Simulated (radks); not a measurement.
**Tl inside a hard spherical wall**

One table from this session's results is given with a row withheld; the runs are named, their logs left out.

Method: scalar-relativistic Kohn-Sham, LDA (Slater exchange, VWN5 correlation), spin-polarised, spherical densities, point nucleus; open shells are filled with parallel spins first. Code: radks (a radial shooting solver on a logarithmic mesh, Libxc functionals) version 1.

## The system

* element: thallium (Z = 81)
* charge: 0
* electrons: 81
* configuration: [Hg] 6p1

The outer shells:

Tl
```
[Hg] core
6p [↑ ][  ][  ]
```

Set-up of the first run:

Input:

```text
Z 81
configuration [Hg] 6p1 7s0 5f0 6d0
relativity scalar-relativistic
functional lda,vwn5
spin polarised
nucleus point
c 137.035999084
```

Among the steps run: The free atom; Wall at 20 bohr; Wall at 15 bohr; Wall at 7 bohr; Wall at 5 bohr; Wall at 2.5 bohr; Wall at 2 bohr; Wall at 1.5 bohr.

One of the session's tables, all rows but one given; the rest of the session is left out.

| R (bohr) | E − E(free) (eV) | ε(6p) (eV) | ε(7s, empty) (eV) | ε(6d, empty) (eV) | ε(5f, empty) (eV) |
| --- | --- | --- | --- | --- | --- |
| free | 0.000 | -2.777 | -0.485 | - | - |
| 20 | 0.000 | -2.777 | -0.470 | 0.612 | 1.384 |
| 15 | 0.000 | -2.775 | -0.375 | 0.914 | 2.231 |
| 7 | 0.438 | -1.988 | 4.252 | 4.936 | 9.036 |
| 5 | 3.568 | 1.078 | 16.481 | 12.662 | 17.073 |
| 2.5 | ? | ? | ? | ? | ? |
| 2 | 475.56 | 139.22 | 339.48 | 200.22 | 116.00 |
| 1.5 | 1784.7 | 378.77 | 797.22 | 467.14 | 242.35 |

Estimate the missing values for R (bohr) = 2.5.

Worked estimate for «E − E(free) (eV)». A straight line through the neighbours (5, 3.568) and (2, 475.56) gives 3.568 + (475.56 − 3.568) × (2.5 − 5) / (2 − 5) = 396.89; a parabola fitted to 4 rows on both sides gives 671.02.

**Answer.** E − E(free) (eV): 158.87; ε(6p) (eV): 59.567; ε(7s, empty) (eV): 170.18; ε(6d, empty) (eV): 102.03; ε(5f, empty) (eV): 68.431. In «E − E(free) (eV)» the line misses by +238.02 and the parabola by +512.15. Between these rows the values bend or scatter more than so simple an estimate can follow.

In words: Eigenvalues are for spin up. From R = 5 bohr inwards the highest occupied level lies above zero, pushed up by confinement. Shells are not refilled when levels cross, and a hard wall is a model, not a crystal.
